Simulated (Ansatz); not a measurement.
# ClZr: the cost of one run

The runs use Ansatz 0.2.0, Gaussian basis; def2-QZVPP, core rule «outside noble gas», up to 9 orbitals frozen.

The runs, in order: UHF; ROHF; CCSD(T) on UHF.

### 1 The system

The geometry is a PBE0/def2-TZVP stationary point (not a proven minimum) of the parent state, kept for this charge and spin. No spin-orbit coupling is included. Elements past krypton take def2 core potentials.

2 atoms, charge 0, spin multiplicity 4.

Atoms are counted from 1 here; the program's logs count them from 0.

Bond lengths: Zr1–Cl2 3.133 Å.

### 2 UHF

Contents of in.yaml:

```yaml
crystal:
  periodic: [false, false, false]
  atoms:
    - {symbol: Zr, position_ang: [0.000000, 0.000000, 0.000000]}
    - {symbol: Cl, position_ang: [0.000000, 0.000000, 3.133000]}
basis:
  gaussian: {orbitals: "def2-QZVPP.json"}
magnetization: {spin_polarized: true, initial_magnetization: 3}
hamiltonian: {xc: hf}
output: {orbitals: {seedname: orbitals}}
```

On the command line:

```sh
ansatz run in.yaml --threads 1 --pin off --events-out ev --progress --plain --max-ram 4096MiB --backend cpu
```

**Question.** How long does this run take on 1 thread of AMD EPYC 7R13, shared host, and how much memory does it need?

About 34 s, with a peak of 0.38 GiB.
